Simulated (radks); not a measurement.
**Mo²⁺ in [Ar] 3d10 4s2 4p5 4d5: an all-electron calculation**

What are the levels of the molybdenum ion Mo2+, how large are its shells, and how does its energy divide?

Method: Dirac Kohn-Sham, PBE, spin-unpolarised, spherical densities, point nucleus; open shells fill j = l - 1/2 first. Code: radks (a radial shooting solver on a logarithmic mesh, Libxc functionals) version 1.

## Step 1: The atom as given

- element: molybdenum (Z = 42)
- charge: +2
- electrons: 40
- configuration: [Ar] 3d10 4s2 4p5 4d5

## Step 2: Self-consistent calculation

The run's settings:

```text
Z 42
configuration [Ar] 3d10 4s2 4p5 4d5
relativity Dirac
functional pbe,pbe
spin unpolarised
j_filling energy
nucleus point
c 137.035999084
```

**Question.** What will this run give?

The runs gave:

```
                        quantity                   value
                    total energy     -4047.10000 hartree
exchange-correlation share of it                  3.04 %
                            −T/E                  1.0370
          highest occupied level       4d5/2, -21.731 eV
    most extended occupied level  4d5/2, <r> = 1.69 bohr
 radius at density 0.001 e/bohr³               3.63 bohr
    maxima of the radial density                       4
```

The radial density shows 4 maxima for 4 occupied principal shells. −T/E is 1.037: with relativity the kinetic term as defined here no longer equals −E. This is not the tabulated ground configuration, so its levels and sizes aren't those of the ground state, and no measured value stands beside it.
